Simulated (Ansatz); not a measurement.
# C2H5ClSi: the cost of one run

Program: Ansatz 0.2.0. Level of theory: RHF/def2-SVPD. These are calculated values, not measurements.

1 further run of the same task is left out (set aside as unsound or not needed).

## Step 1: The starting structure

SMILES `CC=[SiH]Cl`, 9 atoms, charge 0, spin multiplicity 1.

Atoms are counted from 1 here; the program's logs count them from 0.

Bond lengths: C1–C2 1.505 Å, C1–H5 1.111 Å, C1–H6 1.107 Å, C1–H7 1.111 Å, C2–Si3 1.721 Å, C2–H8 1.102 Å, Si3–Cl4 2.075 Å, Si3–H9 1.490 Å. Angles: C2–C1–H5 111.3°, C2–C1–H6 112.7°, C2–C1–H7 111.3°, H5–C1–H6 107.3°, H5–C1–H7 106.6°, H6–C1–H7 107.3°, C1–C2–Si3 124.9°, C1–C2–H8 117.4°, Si3–C2–H8 117.7°, C2–Si3–Cl4 122.9°, C2–Si3–H9 126.1°, Cl4–Si3–H9 111.0°.

As a file:

```csv
atom,x (Å),y (Å),z (Å)
C1,-0.35836,1.30977,-0.03785
C2,-0.32895,-0.11687,0.44114
Si3,0.61992,-1.37142,-0.25823
Cl4,0.61245,-3.32068,0.45411
H5,-0.03799,2.01010,0.76257
H6,0.30151,1.48218,-0.91014
H7,-1.38467,1.61379,-0.33442
H8,-0.96340,-0.37470,1.30483
H9,1.53948,-1.23217,-1.42202
```

## Step 2: Relaxation

The input, input.yaml:

```yaml
crystal:
  periodic: [false, false, false]
  atoms:
    - { symbol: C, position_ang: [-0.358361, 1.309771, -0.037854] }
    - { symbol: C, position_ang: [-0.328952, -0.116871, 0.441144] }
    - { symbol: Si, position_ang: [0.619919, -1.37142, -0.258226] }
    - { symbol: Cl, position_ang: [0.612452, -3.320681, 0.454115] }
    - { symbol: H, position_ang: [-0.037987, 2.010104, 0.762571] }
    - { symbol: H, position_ang: [0.301505, 1.482177, -0.910137] }
    - { symbol: H, position_ang: [-1.384666, 1.61379, -0.334422] }
    - { symbol: H, position_ang: [-0.963395, -0.3747, 1.304832] }
    - { symbol: H, position_ang: [1.539476, -1.232169, -1.422023] }
basis:
  gaussian: { orbitals: def2-SVPD }
hamiltonian:
  xc: hf
output:
  forces: true
relax:
  f_tol: 0.003
  max_steps: 120
```

On the command line:

```bash
ansatz run input.yaml --threads 1 --pin off --max-ram 2560MiB --backend cpu --events-out ev --progress --plain --runs-dir out
```

Q: Estimate wall time and peak memory on 1 thread of AMD EPYC (Zen 3), shared host.

About 48 s, with a peak of 0.3 GiB.
